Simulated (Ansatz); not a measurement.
# Bi2Te3: the cost of one run

Computed with Ansatz 0.2.0 (DFT PBEsol, all-electron LAPW, scalar-relativistic unless said, unless a step's input says otherwise).

1 further run of the same task is left out (set aside as unsound or not needed).

### Step 1. The system as given

It takes space group R-3m (No. 166, trigonal). Conventional cell: a = 4.382 Å, b = 4.382 Å, c = 30.284 Å, α = 90.00°, β = 90.00°, γ = 120.00°. Bi (site symmetry 3m) is surrounded by 6 Te at 3.06 to 3.23 Å. Te (site symmetry -3m) is surrounded by 6 Bi at 3.23 Å. Te (site symmetry 3m) is surrounded by 3 Bi at 3.06 Å.

Structure file:

```cif
data_structure
_symmetry_space_group_name_H-M 'R-3m:H'
_symmetry_Int_Tables_number 166
_cell_length_a 4.3824
_cell_length_b 4.3824
_cell_length_c 30.2838
_cell_angle_alpha 90.000
_cell_angle_beta 90.000
_cell_angle_gamma 120.000
_cell_volume 503.68
loop_
_atom_site_label
_atom_site_type_symbol
_atom_site_symmetry_multiplicity
_atom_site_Wyckoff_symbol
_atom_site_fract_x
_atom_site_fract_y
_atom_site_fract_z
_atom_site_occupancy
Bi1 Bi 6 c 0.66667 0.33333 0.73322 1
Te1 Te 3 a 0.00000 0.00000 0.00000 1
Te2 Te 6 c 0.33333 0.66667 0.87657 1
```

Cartesian axes are those of the input's lattice vectors. The structure goes back to a database entry.

### Step 2. Reference run, LAPW

Input file input.yaml:

```yaml
crystal:
  lattice:
    - [2.19117781114, 1.2650770991, 10.09460471934]
    - [-2.19117781114, 1.2650770991, 10.09460471934]
    - [0.0, -2.53015419821, 10.09460471934]
  atoms:
    - { symbol: Bi, position: [0.399890036961, 0.399890036961, 0.399890036961] }
    - { symbol: Bi, position: [0.600109963039, 0.600109963039, 0.600109963039] }
    - { symbol: Te, position: [0.0, 0.0, 0.0] }
    - { symbol: Te, position: [0.209905510442, 0.209905510442, 0.209905510442] }
    - { symbol: Te, position: [0.790094489558, 0.790094489558, 0.790094489558] }
kpoints:
  mp_grid: { grid: [8, 8, 8] }
scf:
  occupations: { method: fixed }
hamiltonian:
  xc: pbesol
  pseudopotentials: { kind: all_electron, lapw: { basis_error: 0.001 } }
phonons:
  supercell: [1, 1, 1]
```

The run is started by

```bash
> ansatz run input.yaml --threads 2 --pin off --max-ram 6144MiB --backend cpu --events-out ev --progress --plain --runs-dir out
```

Q: Estimate wall time and peak memory on 2 threads of Intel Xeon 6975P-C (Granite Rapids), shared host.

About 14 min, with a peak of 2.1 GiB.
